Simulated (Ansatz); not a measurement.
**Na: strong compression**

One table from this session's results is given with a row withheld; the runs are named, their logs left out.

Program: Ansatz 0.2.0. Level of theory: DFT, LDA, PAW with Ansatz's default frozen-core files, scalar-relativistic. These are calculated values, not measurements.

### The structure to begin with

It takes space group Pm-3m (No. 221, cubic). Conventional cell: a = 3.304 Å, b = 3.304 Å, c = 3.304 Å, α = 90.00°, β = 90.00°, γ = 90.00°. Na (site symmetry m-3m) has 6 Na at 3.30 Å in its first shell of neighbours.

Coordinates:

```cif
data_structure
_symmetry_space_group_name_H-M 'P 1'
_symmetry_Int_Tables_number 1
_cell_length_a 3.3041
_cell_length_b 3.3041
_cell_length_c 3.3041
_cell_angle_alpha 90.000
_cell_angle_beta 90.000
_cell_angle_gamma 90.000
_cell_volume 36.07
loop_
_atom_site_label
_atom_site_type_symbol
_atom_site_fract_x
_atom_site_fract_y
_atom_site_fract_z
_atom_site_occupancy
Na1 Na 0.00000 0.00000 0.00000 1
```

Whether this phase is the stable one at these pressures isn't tested.

Set-up of the first run:

The input, input.yaml:

```yaml
crystal:
  lattice:
    - [3.3040611159, 0.0, 0.0]
    - [0.0, 3.3040611159, 0.0]
    - [0.0, 0.0, 3.3040611159]
  atoms:
    - { symbol: Na, position: [0.0, 0.0, 0.0] }
kpoints:
  mp_grid: { grid: [12, 12, 12] }
scf:
  occupations: { method: fermi_dirac, width: 0.05 }
hamiltonian:
  xc: lda
  pseudopotentials: { kind: paw }
output:
  forces: true
  stress: true
relax:
  f_tol: 0.005
  max_steps: 40
  cell: {}
```

On the command line:

```sh
ansatz run input.yaml --threads 1 --pin off --max-ram 2048MiB --backend cpu --events-out ev --progress --plain --runs-dir out
```

Steps of the session up to this table: Cell relaxed at zero pressure, PAW; Volume scaled by 1, PAW; Volume scaled by 0.88, PAW; Volume scaled by 0.78, PAW; Volume scaled by 0.68, PAW; Volume scaled by 0.58, PAW; Volume scaled by 0.5, PAW; Volume scaled by 0.43, PAW; Volume scaled by 0.43, PAW (cutoff 300 eV).

One of the session's tables, all rows but one given; the rest of the session is left out.

| method | volume over the first | volume (Å³/atom) | pressure (GPa) |
| --- | --- | --- | --- |
| PAW | 1 | 35.718 | 0.00 |
| PAW | 0.88 | 31.432 | 1.19 |
| PAW | 0.78 | 27.860 | 2.89 |
| PAW | 0.68 | 24.288 | 5.79 |
| PAW | 0.58 | ? | ? |
| PAW | 0.5 | 17.859 | 18.66 |
| PAW | 0.43 | 15.359 | 30.39 |
| PAW (cutoff 300 eV) | 0.43 | 15.359 | 30.34 |

**Question.** Estimate the row for PAW, 0.58.

The run gave: volume (Å³/atom): 20.716; pressure (GPa): 11.05. In the column «volume (Å³/atom)» it lies between PAW, 0.5 (17.859) and PAW, 0.68 (24.288).

Caveats from the session: Warnings in the runs' records: cutoff below recommended.
